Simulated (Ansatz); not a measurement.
**CIr+ (triplet): energies up the ladder**

Aim: energies up the ladder, for CIr+ (triplet), with the cost of each level. Charge +1. Spin multiplicity 3.

Program: Ansatz 0.2.0. Level of theory: the levels named in each step. These are calculated values, not measurements.

### 1 Starting point

Bond lengths: C1–Ir2 1.765 Å.

Coordinates:

```xyz
2

C     0.0000    0.0000    0.0000
Ir    0.0000    0.0000    1.7646
```

### 2 A rough first relaxation, PBE-D4/def2-SVP

File input.yaml:

```yaml
crystal:
  periodic: [false, false, false]
  atoms:
    - { symbol: C, position_ang: [0.0, 0.0, 0.0] }
    - { symbol: Ir, position_ang: [0.0, 0.0, 1.76461] }
magnetization:
  spin_polarized: true
  initial_magnetization: 2
total_charge: 1
basis:
  gaussian: { orbitals: def2-SVP }
hamiltonian:
  xc: pbe
  dispersion: d4
relax:
  f_tol: 0.03
  max_steps: 200
```

On the command line:

```bash
$ ansatz run input.yaml --threads 2 --pin off --max-ram 5120MiB --backend cpu --events-out ev --progress --plain --runs-dir out
```

Further steps of the session: Relaxation, PBE0-D4/def2-TZVPP; Frequencies, PBE0-D4/def2-TZVPP; Single point, PBE-D4/def2-TZVPP; Single point, r2SCAN-D4/def2-TZVPP; Single point, B3LYP-D4/def2-TZVPP; Single point, wB97M-V/def2-TZVPP; Single point, B2PLYP/def2-TZVPP; Single point, LDA/def2-TZVPP; Single point, PBE0-D4/def2-SVP; Single point, PBE-D4/def2-SVP.

What does the calculation give? Wanted: C1–Ir2 at PBE0-D4/def2-TZVPP; frequencies at PBE0-D4/def2-TZVPP; energy at PBE-D4/def2-SVP.

As calculated:

| quantity | value |
| --- | --- |
| C1–Ir2 at PBE0-D4/def2-TZVPP | 1.661 Å |
| frequencies at PBE0-D4/def2-TZVPP | 1079 cm⁻¹ |
| energy at PBE-D4/def2-SVP | -3862.905 eV |

No mode is imaginary, so the geometry is a minimum. These totals serve in differences with atoms or fragments at the same level; alone they don't rank the methods. Heavy atoms carry effective core potentials in def2 sets, and spin-orbit coupling is left out.
